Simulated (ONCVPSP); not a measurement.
**Pseudopotential generation for Ru: ONCV, PBE**

Do these settings give a usable potential? It is generated, then checked for transferability, scattering, ghosts and hardness.

Method: ONCVPSP 4.0.1, PBE, scalar-relativistic.

## 1. Starting point

The settings as typed:

| Item | Value |
| --- | --- |
| element | ruthenium (Ru, Z = 44) |
| type | optimised norm-conserving Vanderbilt (ONCV) |
| frozen core | [Kr] |
| valence charge | 8 |
| reference configuration | 4d7 5s0.75 5p0.25 |
| partial waves | 5s: rc 2.20 bohr, ncon 5, nbas 9, qcut 2.5 1/bohr, 2 projectors, debl 0.9 Ha; 5p: rc 3.65 bohr, ncon 4, nbas 9, qcut 2 1/bohr, 1 projector; 4d: rc 1.90 bohr, ncon 4, nbas 9, qcut 9 1/bohr, local |
| local potential | the d channel |
| core correction | not asked for |

## 2. Generating the potential

Contents of Ru.dat:

```
# ATOM AND REFERENCE CONFIGURATION
# atsym  z   nc   nv     iexc    psfile
  Ru 44.00    8    3        4      upf
#
#   n    l    f
    1    0    2.00
    2    0    2.00
    2    1    6.00
    3    0    2.00
    3    1    6.00
    3    2   10.00
    4    0    2.00
    4    1    6.00
    4    2    7.00
    5    0    0.75
    5    1    0.25
#
# PSEUDOPOTENTIAL AND OPTIMIZATION
# lmax
    2
#
#   l,   rc,      ep,       ncon, nbas, qcut
    0    2.20    0.00    5    9    2.50
    1    3.65    0.00    4    9    2.00
    2    1.90    0.00    4    9    9.00
#
# LOCAL POTENTIAL
# lloc, lpopt,  rc(5),   dvloc0
    2    5    1.90    0.00
#
# VANDERBILT-KLEINMAN-BYLANDER PROJECTORs
# l, nproj, debl
    0    2    0.90
    1    1    2.70
    2    0    1.60
#
# MODEL CORE CHARGE
# icmod, fcfact, rcfact
    0    0.00    0.00
#
# LOG DERIVATIVE ANALYSIS
# epsh1, epsh2, depsh
   -2.00    5.00    0.02
#
# OUTPUT GRID
# rlmax, drl
    6.00    0.01
#
# TEST CONFIGURATIONS
# ncnf
    4
# nvcnf
#   n    l    f
    3
    4    2    7.00
    5    0    1.00
    5    1    0.00
#
    3
    4    2    7.00
    5    0    0.00
    5    1    0.00
#
    3
    4    2    6.00
    5    0    0.00
    5    1    0.00
#
    3
    4    2    6.00
    5    0    2.00
    5    1    0.00
#
```

Started as:

```console
$ oncvpsp.x < Ru.dat > Ru.out
```

Q: Predict the outcome of this session. Wanted: cutoffs for 1 and 0.1 mHa per electron, occupied waves; bound ghosts; GHOST(+) flags; largest test error; largest phase difference near zero energy, channels read.

**Answer**, as computed:

| quantity | value |
| --- | --- |
| cutoffs for 1 and 0.1 mHa per electron, occupied waves | 24 Ha and 44 Ha |
| bound ghosts | s at -60.56 eV, p at -24.84 eV |
| GHOST(+) flags | s at 223 eV |
| largest test error (AE − PS) | -54 meV, for 4d6 5s2 5p0 (1 test unsolved) |
| largest phase difference near zero energy, channels read | 0.005 rad |

What this shows: A bound ghost (s, p) makes it unfit for use: electrons can fall into a state that the atom doesn't have. By total energies transferability is fair where solved: the largest error is 54 meV on 0.9 eV, for 4d6 5s2 5p0. Of the tests 1 gave no usable energy difference, which is a warning in itself. The potential is of middling hardness: the looser tolerance needs 24 Ha. Near zero energy the phases of the channels with partial waves agree within 0.005 rad. The program also flags highly localised states, GHOST(+) (s).
